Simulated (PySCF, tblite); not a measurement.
# C7H10NOP: geometry, infrared bands and NMR shifts

Aim: predict the infrared bands and NMR shifts of C7H10NOP (`CC[P@H](=O)c1ccncc1`).

The runs use tblite 0.8.0 and PySCF 2.14.0, with density-fitted response routines of our own; the level of theory stands in each step. All values are computed, except where a source is named. Atoms count from 0, in the outputs and in this text.

### Step 1. The starting structure

20 atoms, charge 0, multiplicity 1; geometry from: force field or distance geometry start.

Bonds of the start (Å): C0–C1 1.49, C1–P2 1.78, P2–O3 1.51, P2–C4 1.80, C4–C5 1.39, C5–C6 1.37, C6–N7 1.36, N7–C8 1.34, C8–C9 1.37, C9–C4 1.38, C0–H10 1.12, C0–H11 1.10, C0–H12 1.11, C1–H13 1.14, C1–H14 1.12, P2–H15 1.43, C5–H16 1.10, C6–H17 1.09, C8–H18 1.10, C9–H19 1.08.

### Step 2. Relaxing the molecule with GFN2-xTB

Job settings and geometry (Å):

```
{"job": {"kind": "relax", "xc": "GFN2-xTB", "basis": "xTB"}, "charge": 0, "multiplicity": 1}
C      2.609300     0.519100    -1.093500
C      2.129400     0.432400     0.315800
P      0.899600    -0.810000     0.660800
O      1.240100    -2.137900     0.015900
C     -0.771400    -0.333600     0.207900
C     -1.691800    -1.313100    -0.162800
C     -2.981900    -1.024000    -0.527900
N     -3.377400     0.276300    -0.526900
C     -2.506400     1.229000    -0.184500
C     -1.208200     0.976700     0.188900
H      2.883300     1.591400    -1.290900
H      1.895400     0.163700    -1.844700
H      3.561000    -0.042100    -1.217400
H      3.042900     0.138400     0.933200
H      1.827600     1.439800     0.702500
H      0.839800    -0.960600     2.086500
H     -1.311800    -2.342600    -0.134800
H     -3.665200    -1.828500    -0.798100
H     -2.890500     2.259600    -0.204000
H     -0.529100     1.776900     0.461300
```

Started as:

```bash
OMP_NUM_THREADS=1 python probes_run.py task.json out
```

One launch serves the whole session: the jobs run in the order shown.

**Question.** This job is followed by: GFN2-xTB harmonic vibrations, gas phase; GIAO PBE0/pcSseg-1 NMR shielding, non-relativistic, gas phase. What will the session give for the following? strongest single infrared mode (GFN2-xTB); zero-point energy (GFN2-xTB); ¹³C shifts against TMS (PBE0/pcSseg-1, means over atoms taken as alike); ¹H shifts against TMS (PBE0/pcSseg-1, means over atoms taken as alike); ³¹P shifts against H3PO4 (PBE0/pcSseg-1); ¹⁷O shifts against H2O (PBE0/pcSseg-1); ¹⁵N shifts against NH3 (PBE0/pcSseg-1).

The runs gave:

```
                                                               quantity                                   value
                              strongest single infrared mode (GFN2-xTB)                   1286 cm⁻¹, 248 km/mol
                                           zero-point energy (GFN2-xTB)                           96.9 kcal/mol
¹³C shifts against TMS (PBE0/pcSseg-1, means over atoms taken as alike)      155.7, 147.6, 129.2, 29.6, 5.0 ppm
 ¹H shifts against TMS (PBE0/pcSseg-1, means over atoms taken as alike)  9.15, 7.95, 7.65, 2.14, 1.37, 1.05 ppm
                               ³¹P shifts against H3PO4 (PBE0/pcSseg-1)                               -11.0 ppm
                                 ¹⁷O shifts against H2O (PBE0/pcSseg-1)                                60.9 ppm
                                 ¹⁵N shifts against NH3 (PBE0/pcSseg-1)                               370.7 ppm
```

What this shows: Over 156 steps the energy fell by 0.628 eV; of the close pairs, C1–P2 changed most, 1.782 to 1.837 Å. All 54 modes are real, so the xTB geometry is a minimum. The strongest single mode, at 1286 cm⁻¹, moves mainly O3 and P2. Unscaled tight-binding wavenumbers are off by several per cent, some by more. Its intensities can rank the bands wrongly. At PBE0/pcSseg-1: Shielding is most anisotropic at N7 (span 747 ppm, paramagnetic term -434 ppm). NICS(1)zz of -29 ppm above the planar ring from C4 marks a diatropic (aromatic) ring current.
